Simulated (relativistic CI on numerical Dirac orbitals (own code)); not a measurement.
# Co¹⁸⁺: one ion under different settings

Aim: see what numerical and physical settings do to the SCF, the total energy and the lowest levels of Co¹⁸⁺.

The numbers are computed with relativistic CI on numerical Dirac orbitals (own code) version 3 (Dirac-Coulomb-Breit CI, KLI orbitals optimised for each configuration, model QED (radiative potential, 1s self-energy scaled to tabulated hydrogen-like ionisation energies), numerical settings as typed), except any that are marked as measured or tabulated.

### Step 1. The atom as given

```
ion            : Co¹⁸⁺ (Co XIX)
nuclear charge : 27
electrons      : 9
isotope        : A = 59
```

### Step 2. The usual input

Input settings:

```ini
atom Co  Z=27  charge=18  electrons=9
nucleus A=59  rms_radius_fm=3.7875
hamiltonian dirac-coulomb  breit=on  qed=on  c_scale=1
orbitals kli  potential=per-configuration
slater_scale 1
correlation none
mixing on
grid step=0.0125 r_max=5.7
scf mixing=0.4 start=green max_iterations=150 tolerance=2e-08 node_fill=0.05
configurations
  [He] 2s2 2p5
  [He] 2s 2p6
  [He] 2p6 3s
  [He] 2p6 3p
  [He] 2s2 2p4 3s
end
```

The run is started by

```sh
$ python run_levels.py task.json out
```

The settings of every run stand in task.json; they run in order.

### Step 3. Speed-of-light factor 10, start potential thomas-fermi

Input settings:

```ini
atom Co  Z=27  charge=18  electrons=9
nucleus A=59  rms_radius_fm=3.7875
hamiltonian dirac-coulomb  breit=on  qed=on  c_scale=10
orbitals kli  potential=per-configuration
slater_scale 1
correlation none
mixing on
grid step=0.0125 r_max=5.7
scf mixing=0.4 start=thomas-fermi max_iterations=150 tolerance=2e-08 node_fill=0.05
configurations
  [He] 2s2 2p5
  [He] 2s 2p6
  [He] 2p6 3s
  [He] 2p6 3p
  [He] 2s2 2p4 3s
end
```

### Step 4. Iteration limit 20

Input settings:

```ini
atom Co  Z=27  charge=18  electrons=9
nucleus A=59  rms_radius_fm=3.7875
hamiltonian dirac-coulomb  breit=on  qed=on  c_scale=1
orbitals kli  potential=per-configuration
slater_scale 1
correlation none
mixing on
grid step=0.0125 r_max=5.7
scf mixing=0.4 start=green max_iterations=20 tolerance=2e-08 node_fill=0.05
configurations
  [He] 2s2 2p5
  [He] 2s 2p6
  [He] 2p6 3s
  [He] 2p6 3p
  [He] 2s2 2p4 3s
end
```

### Step 5. Breit term off

Input settings:

```ini
atom Co  Z=27  charge=18  electrons=9
nucleus A=59  rms_radius_fm=3.7875
hamiltonian dirac-coulomb  breit=off  qed=on  c_scale=1
orbitals kli  potential=per-configuration
slater_scale 1
correlation none
mixing on
grid step=0.0125 r_max=5.7
scf mixing=0.4 start=green max_iterations=150 tolerance=2e-08 node_fill=0.05
configurations
  [He] 2s2 2p5
  [He] 2s 2p6
  [He] 2p6 3s
  [He] 2p6 3p
  [He] 2s2 2p4 3s
end
```

### Step 6. Nuclear radius 37.875

Input settings:

```ini
atom Co  Z=27  charge=18  electrons=9
nucleus A=59  rms_radius_fm=37.8750
hamiltonian dirac-coulomb  breit=on  qed=on  c_scale=1
orbitals kli  potential=per-configuration
slater_scale 1
correlation none
mixing on
grid step=0.0125 r_max=5.7
scf mixing=0.4 start=green max_iterations=53 tolerance=2e-08 node_fill=0.05
configurations
  [He] 2s2 2p5
  [He] 2s 2p6
  [He] 2p6 3s
  [He] 2p6 3p
  [He] 2s2 2p4 3s
end
```

(Steps that only read results are left out.)

**Question.** What will these runs give? Wanted: lowest level, usual settings; total energy; first excitation.

The runs gave:

| setting | total energy less usual (Ha) | largest shift of a level among the lowest eight of both runs, same label and place (cm⁻¹) | SCF iterations | time | lowest level | kind of change |
| --- | --- | --- | --- | --- | --- | --- |
| usual | 0 | 0 | 44 | 0.095 s | 2p5 2P°3/2 | - |
| speed-of-light factor 10, start potential thomas-fermi | 9.64 | 149000 | 40 | 0.09 s | 2p5 2P°3/2 | unphysical constant |
| iteration limit 20 | 0 | 0 | 44 | 0.091 s | 2p5 2P°3/2 | numerical |
| Breit term off | -0.466 | 6850 | 44 | 0.089 s | 2p5 2P°3/2 | model term |
| nuclear radius 37.875 | 0.434 | 4440 | 44 | 0.091 s | 2p5 2P°3/2 | unsound |

| quantity | value |
| --- | --- |
| lowest level, usual settings | 2p5 2P°3/2 |
| total energy | -1195.0106 Ha |
| first excitation | 121808 cm⁻¹ |

Among the runs whose levels can be followed, they move most under «speed-of-light factor 10, start potential thomas-fermi» (unphysical constant), by up to 149000 cm⁻¹. No visible change in the result comes from «iteration limit 20». Only the listed configurations are in the model.
